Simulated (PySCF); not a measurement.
# RuOF₂: relaxation and vibrations of the quintet

Aim: relax RuOF₂ as a quintet from a T-shaped (ligand arrangement 1) start, check by its vibrations whether the end is a minimum, and collect its spectrum and constants.

The runs use PySCF 2.14.0; PBE0, basis Ru def2-TZVP with ECP28, O def2-TZVP, F def2-TZVP, scalar-relativistic core potentials, no spin–orbit coupling, density fitting.

## (1) Where the work starts

4 atoms, charge 0, spin multiplicity 5.

Bond lengths: Ru1–O2 1.710 Å, Ru1–F3 1.890 Å, Ru1–F4 1.890 Å. Angles: O2–Ru1–F3 88.0°, O2–Ru1–F4 176.0°, F3–Ru1–F4 88.0°.

Coordinates in bohr (charge 0 multiplicity 5):
```
Ru    0.0000    0.0000    0.0000
O    -3.2295    0.0000    0.1128
F     0.0000    0.0000    3.5716
F     3.5693    0.0000    0.1247
```

## (2) First SCF at the start

The steps below are one call of a driver around PySCF. For each, scf.py gives the equivalent set-up of the SCF; relaxations use the driver's own optimiser. After this first run the driver tries any further starts and a stability analysis.

File scf.py:

```python
from pyscf import gto, scf, dft
mol = gto.M(atom='''
Ru     0.000000     0.000000     0.000000
O     -1.709000     0.000000     0.059700
F      0.000000     0.000000     1.890000
F      1.888800     0.000000     0.066000''',
    basis={'Ru': 'def2-TZVP', 'O': 'def2-TZVP', 'F': 'def2-TZVP'},
    ecp={'Ru': 'def2-TZVP'},
    charge=0, spin=4)
mf = dft.UKS(mol, xc='PBE0')
mf.grids.atom_grid = (50, 194)
aux = {'Ru': 'def2-universal-JKFIT', 'O': 'def2-universal-JKFIT', 'F': 'def2-universal-JKFIT'}
mf = mf.density_fit(auxbasis=aux)
mf.conv_tol = 1e-08
mf.diis_space = 10
mf.max_cycle = 60
mf.init_guess = 'minao'
mf.verbose = 4
mf.kernel()
```

On the command line:

```bash
$ OMP_NUM_THREADS=4 python axn.py task.json out
```

The runs that follow: T-shaped (ligand arrangement 1) start, quintet: relaxation; Is it a minimum? Harmonic modes.

Before running it: what results should come out? Wanted: minimum; geometry; wavenumbers; dipole moment; highest occupied, lowest empty level; polar-tensor charge of Ru1; zero-point energy; atomisation energy; ⟨S²⟩.

As calculated:

```
                                          quantity                                                              value
                                           minimum                                                       quintet, C2v
                                          geometry  Ru–F 1.858 Å (×2), Ru–O 1.716 Å; F–Ru–F 95.7°, F–Ru–O 132.2° (×2)
                                wavenumbers (cm⁻¹)          31 (b2), 150 (b1), 214 (a1), 651 (b2), 674 (a1), 920 (a1)
                                     dipole moment                                                             0.67 D
highest occupied, lowest empty level (either spin)                                                    -7.78, -5.43 eV
                        polar-tensor charge of Ru1                                                            +1.69 e
                                 zero-point energy                                                        15.8 kJ/mol
                               entropy at 298.15 K                                                    333.7 J/(mol K)
         atomisation energy (no zero-point energy)                                                        1170 kJ/mol
                                              ⟨S²⟩                                                              6.019
```

**Reading.** The T-shaped (ligand arrangement 1) start (Cs) ends in a minimum of C2v symmetry. The strongest infrared band lies at 651 cm⁻¹ (b2, stretch). Most of the spin sits on Ru1 (Mulliken spin 3.12, against 4 for the whole molecule). Other starts or spin states, not run here, may lie lower. One determinant may miss the lowest occupation of an open d or f shell.
